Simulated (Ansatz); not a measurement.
TaTlO₃, space group Pm-3m: relaxations under a series of pressures, run with the Ansatz DFT code, driven from Python.

Script `compress_tatlo3.py`:
```python
'''Cell of TaTlO3 under pressure.'''

import ansatz as az
from ase import Atoms
import numpy as np

def edges_and_angles(cell):
    cell = np.asarray(cell)
    a, b, c = np.linalg.norm(cell, axis=1)
    cosines = cell[1] @ cell[2] / (b * c), cell[0] @ cell[2] / (a * c), cell[0] @ cell[1] / (a * b)
    return (a, b, c, *np.degrees(np.arccos(cosines)))


def main() -> None:
    atoms = Atoms(
        ['Ta', 'Tl', 'O', 'O', 'O'],
        scaled_positions=[
            [0.5, 0.5, 0.5],
            [0.0, 0.0, 0.0],
            [0.5, 0.5, 0.0],
            [0.5, 0.0, 0.5],
            [0.0, 0.5, 0.5],
        ],
        cell=[
            [4.082848, 0.0, 0.0],
            [0.0, 4.082848, 0.0],
            [0.0, 0.0, 4.082848],
        ],
        pbc=True,
    )
    cell = az.Crystal.from_ase(atoms)

    base = (
        cell.calculation()
        .occupations('Fixed')
        .pseudopotentials('paw')
        .kpoints(6)
        .functional('PBEsol')
        .basis(31 * az.Ry)
    )

    # H = F + PV, with 1 GPa A^3 = 1/160.21766 eV
    rows = []
    for pressure in [-2, 0, 2, 5, 10]:
        res = base.relax(cell=True, pressure=pressure).run(threads=1)
        cell = res.lattice.cell_ang
        n_atoms = len(res.lattice.sites)
        volume = abs(np.linalg.det(cell)) / n_atoms
        enthalpy = res.report['free_energy_ev'] / n_atoms + pressure * volume / 160.21766
        rows.append((pressure, volume, enthalpy, *edges_and_angles(cell)))
        print(f'{pressure} GPa done: {volume:.4f} A^3/atom')

    print(' P (GPa)  V (A^3/atom)  H (eV/atom)     a       b       c')
    for row in rows:
        print('{:8.1f} {:12.4f} {:14.5f} {:7.4f} {:7.4f} {:7.4f}'.format(*row[:6]))
    p, v = np.array([row[0] for row in rows], float), np.array([row[1] for row in rows])
    print('mean bulk modulus between rows (GPa):', np.round(-np.diff(p) / np.diff(np.log(v)), 1))


if __name__ == '__main__':
    main()
```

Its results, one of them left out:

| P (GPa) | relaxed V (Å³/atom) |
| --- | --- |
| -2 | 13.256 |
| 0 | 13.125 |
| 2 | 13.000 |
| 5 | 12.825 |
| 10 | ? |

What volume does the cell relax to at 10 GPa?

Murnaghan's form V = V0 (1 + B' P / B0)^(-1/B') through the 4 rows shown gives V0 = 13.125 Å³, B0 = 205.2 GPa and B' = 4.56, and so 12.560 Å³ an atom at 10 GPa. The run gave 12.559 Å³, 0.01 % away.

Notes:
- No spin polarisation was allowed.
- At a fixed pressure a relaxation lowers the enthalpy F + PV, while F alone can rise.
- Spin-orbit coupling, which matters for elements this heavy, is left out.
- This cell is a computed structure, which may not be the phase found in nature.
- Symmetry holds the cell in this phase, whether or not it is the stable one at each pressure.
- Timing: 72 s on 1 thread of Arm Neoverse V1, with other jobs on the host, peak memory 0.45 GiB.
